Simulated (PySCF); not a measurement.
**How the numerical set-up moves the result for F2ORu (triplet)**

The method stays; parts of the set-up, such as the basis or the Hamiltonian, are changed.

Program: PySCF 2.14.0. Level of theory: method and basis as typed in the scripts. These are calculated values, not measurements.

1 further run of the same task is left out (for a known fault of the program). Runs told in other sessions of the task aren't counted.

**1. The system as given**

F2ORu (triplet): 4 atoms, charge 0, spin multiplicity 3.

Bond lengths: Ru1–O2 1.653 Å, Ru1–F3 1.838 Å, Ru1–F4 1.838 Å. Angles: O2–Ru1–F3 118.0°, O2–Ru1–F4 118.0°, F3–Ru1–F4 124.0°.

Coordinates:

```xyz
4

Ru   -0.01980   -0.03430    0.00000
O    -0.84620   -1.46560    0.00000
F     1.81680   -0.09770    0.00000
F    -0.99300    1.52460    0.00000
```

**2. Base script**

File input.py:

```python
from pyscf import gto, scf, mp

mol = gto.M(
    atom='Ru -0.0198 -0.0343 0; O -0.8462 -1.4656 0; F 1.8168 -0.0977 0; F -0.993 1.5246 0',
    basis='lanl2dz',
    ecp={'Ru': 'lanl2dz'},
    charge=0,
    spin=2,
    verbose=3,
)
mf = scf.UHF(mol)
mf.kernel()
mp.MP2(mf, frozen=3).kernel()
mf.dip_moment()
print('orbital energies (hartree):', [e[max(0, n-3):n+3].round(4) for e, n in zip(mf.mo_energy, mol.nelec)])
```

Started as:

```console
OMP_NUM_THREADS=1 python input.py
```

Its log is not repeated here.

**3. Crenbl**

Edit 1 changes basis set: lanl2dz → crenbl; frozen orbitals: 3 → none. The core potential changes with it: totals don't compare.

File input.py:

```python
from pyscf import gto, scf, mp

mol = gto.M(
    atom='Ru -0.0198 -0.0343 0; O -0.8462 -1.4656 0; F 1.8168 -0.0977 0; F -0.993 1.5246 0',
    basis='crenbl',
    ecp={'Ru': 'crenbl', 'O': 'crenbl', 'F': 'crenbl'},
    charge=0,
    spin=2,
    verbose=3,
)
mf = scf.UHF(mol)
mf.kernel()
mp.MP2(mf).kernel()
mf.dip_moment()
print('orbital energies (hartree):', [e[max(0, n-3):n+3].round(4) for e, n in zip(mf.mo_energy, mol.nelec)])
```

**4. Cartesian functions on**

Edit 2 changes Cartesian functions: off → on.

input.py, as its differences from that of step 2:

```diff
@@ -8,2 +8,3 @@
     spin=2,
+    cart=True,
     verbose=3,
```

What does the calculation give? Wanted: for each run, E(SCF); from base; SCF dipole; after the SCF.

**Answer**, as computed:

| run | E(SCF) (hartree) | from base (eV) | SCF dipole (D) | functions | after the SCF |
| --- | --- | --- | --- | --- | --- |
| base | -366.761156 | 0 | 0.70 | 49 | MP2 correlation -16.058 eV, core frozen |
| crenbl | -157.113218 | not comparable | 0.25 | 88 | MP2 correlation -21.115 eV |
| Cartesian functions on | -366.774158 | -0.3538 | 1.36 | n/a | MP2 correlation -14.663 eV, core frozen |

Total energies from different bases, Hamiltonians or methods carry different errors, so properties are taken as differences within one set-up.
